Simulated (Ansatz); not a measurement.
# F₂H₂InN: a ladder of functionals and wavefunction methods

An exercise on one series of results from a longer session: the logs are not shown, and one member is left open.

The runs use Ansatz 0.2.0, Gaussian basis; functionals in def2-TZVPP, the program's frozen cores in correlated methods.

The runs, in order: LDA (SPW92), PBE-D4, revPBE-D4, BLYP-D4, r2SCAN-D4, B97M-V, PBE0-D4, B3LYP-D4, r2SCANh-D4, r2SCAN0-D4, HSE06-D4, BHLYP-D4, CAM-B3LYP-D4, LC-ωPBE, ωB97X-V, ωB97M-V, B2PLYP, PBE-QIDH; CCSD(T)/def2-SVP; CCSD(T)/def2-TZVPP; MP2/def2-QZVPP; extrapolation to the limit; RPA on PBE.

## The geometry

All runs share one geometry, relaxed beforehand with PBE0-D4 in a triple-zeta def2 set. In takes the def2 core potential; no spin-orbit term is included.

SMILES `[NH2][In]([F])[F]`, 6 atoms, charge 0, spin multiplicity 1.

Atoms are counted from 1 here; the program's logs count them from 0.

Bond lengths: N1–In2 1.998 Å, N1–H5 1.011 Å, N1–H6 1.011 Å, In2–F3 1.935 Å, In2–F4 1.935 Å. Angles: In2–N1–H5 114.2°, In2–N1–H6 114.2°, H5–N1–H6 109.1°, N1–In2–F3 124.1°, N1–In2–F4 124.1°, F3–In2–F4 111.4°.

Geometry (Å):

```xyz
6
F2H2InN
N    -0.2599    1.1551   -0.2806
In    0.2714   -0.7457    0.0291
F     1.8629   -1.2849    0.9890
F    -0.6174   -2.2657   -0.7735
H     0.0317    1.7913    0.4494
H    -1.2466    1.2859   -0.4595
```

Set-up of the first run:

File in.yaml:

```yaml
crystal:
  periodic: [false, false, false]
  atoms:
    - {symbol: N, position_ang: [-0.259866, 1.155061, -0.280629]}
    - {symbol: In, position_ang: [0.271447, -0.745684, 0.029111]}
    - {symbol: F, position_ang: [1.862863, -1.284931, 0.988970]}
    - {symbol: F, position_ang: [-0.617426, -2.265695, -0.773499]}
    - {symbol: H, position_ang: [0.031712, 1.791321, 0.449422]}
    - {symbol: H, position_ang: [-1.246630, 1.285929, -0.459474]}
basis:
  gaussian: {orbitals: def2-TZVPP}
hamiltonian: {xc: lda}
output: {orbitals: {seedname: orbitals}}
```

Steps of the session up to this table: LDA; PBE-D4 (GGA); revPBE-D4 (GGA); BLYP-D4 (GGA); r2SCAN-D4 (meta-GGA); B97M-V (meta-GGA); PBE0-D4 (hybrid); B3LYP-D4 (hybrid); r2SCANh-D4 (hybrid); r2SCAN0-D4 (hybrid); HSE06-D4 (hybrid); BHLYP-D4 (hybrid); CAM-B3LYP-D4 (range-separated); LC-ωPBE-D4 (range-separated; the results give it without D4); ωB97X-V (range-separated); ωB97M-V (range-separated); B2PLYP (double hybrid); PBE-QIDH (double hybrid).

One table of the session follows, with a row left open; its other results are not shown here.

It belongs to the step «Frontier levels by functional». 

| functional | HOMO (eV) | LUMO (eV) | gap (eV) |
| --- | --- | --- | --- |
| LDA (SPW92) | -7.22 | -3.51 | 3.71 |
| PBE-D4 | -6.98 | -3.17 | 3.80 |
| revPBE-D4 | -6.89 | -3.03 | 3.86 |
| BLYP-D4 | -6.88 | -3.19 | 3.69 |
| r2SCAN-D4 | -7.29 | -2.93 | 4.36 |
| B97M-V | -7.31 | -3.08 | 4.23 |
| PBE0-D4 | -8.41 | -2.25 | 6.16 |
| B3LYP-D4 | -8.19 | -2.63 | 5.55 |
| r2SCANh-D4 | -7.82 | -2.60 | 5.23 |
| r2SCAN0-D4 | -8.64 | -2.11 | 6.53 |
| HSE06-D4 | -8.00 | -2.63 | 5.37 |
| BHLYP-D4 | -9.77 | -1.46 | 8.30 |
| CAM-B3LYP-D4 | ? | ? | ? |
| LC-ωPBE | -11.23 | 0.06 | 11.29 |
| ωB97X-V | -10.85 | -0.15 | 10.70 |
| ωB97M-V | -10.77 | -0.34 | 10.43 |

**Question.** Estimate the row for CAM-B3LYP-D4.

**Answer.** HOMO (eV): -9.87; LUMO (eV): -1.35; gap (eV): 8.51. In the column «HOMO (eV)» it lies between ωB97M-V (-10.77) and BHLYP-D4 (-9.77).
